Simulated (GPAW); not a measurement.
Crystal: NiMoIrPdW.

```
Ni Mo Pd Ir W
1.0
     2.76078    0.00000    0.00000
    -1.38039    2.39090    0.00000
     0.00000    0.00000   11.34051
Ni Mo Pd Ir W
1 1 1 1 1
Cartesian
  0.0000 0.0000 8.0423
  1.3804 0.7970 3.3369
  1.3804 0.7970 10.1952
  0.0000 0.0000 1.2025
  1.3804 0.7970 6.0015
```

The cell was built by a generator and needn't be a form met in nature.

* Program: GPAW 26.7.0
* Task: relaxation of cell and atoms
* Functional: PBE
* Dispersion: D3(BJ)
* Potentials or basis: GPAW PAW data sets (gpaw-data 1.2.1)
* Cutoff: 600 eV
* Basis: pw
* k mesh: 6 × 6 × 2
* Occupations: fermi-dirac, width 0.05 eV
* Spin: collinear spin, ferromagnetic start
* Starting moments: [1.0, 1.0, 0.0, 0.6, 0.0] μB

At the start: pressure -6.5 GPa; volume 14.97 Å³/atom.

Task: How do energy, volume and symmetry change on relaxing?

Result: Over 8 steps the energy falls by 9.4 meV/atom and the volume is 14.54 Å³/atom (-2.9 %); space group P3m1 (No. 156, to 0.05 Å); moment 0.59 μB per cell.

Step by step:
| step | energy change (eV) | largest force (eV/Å) | pressure (GPa) | volume (Å³) |
| --- | --- | --- | --- | --- |
| 1 | 0.0000 | 0.1547 | -6.48 | 74.86 |
| 2 | -0.0148 | 0.1306 | -5.31 | 74.47 |
| 3 | -0.0445 | 0.1778 | 0.19 | 72.75 |
| 4 | -0.0452 | 0.1278 | 0.03 | 72.77 |
| 5 | -0.0462 | 0.0491 | -0.06 | 72.75 |
| 6 | -0.0464 | 0.0539 | -0.05 | 72.73 |
| 7 | -0.0467 | 0.0303 | 0.02 | 72.69 |
| 8 | -0.0468 | 0.0157 | 0.04 | 72.69 |

Final structure:
```
CELL_PARAMETERS angstrom
2.73872 0.00000 0.00000
-1.36936 2.37180 0.00000
0.00000 0.00000 11.19086
ATOMIC_POSITIONS crystal
Ni 0.00000 0.00000 0.71046
Mo 0.66667 0.33333 0.29439
Pd 0.66667 0.33333 0.89941
Ir 0.00000 0.00000 0.10476
W 0.66667 0.33333 0.52866
```

Caveat: the k mesh is coarse (spacing up to 0.44 Å⁻¹), so the values aren't converged; each step starts from the last one's moments, so a moment once lost doesn't come back; the stock nickel data set gives pressures a few GPa off other programs; later steps reuse the first step's grids; pairwise dispersion overbinds metals, which lowers pressure and volume.
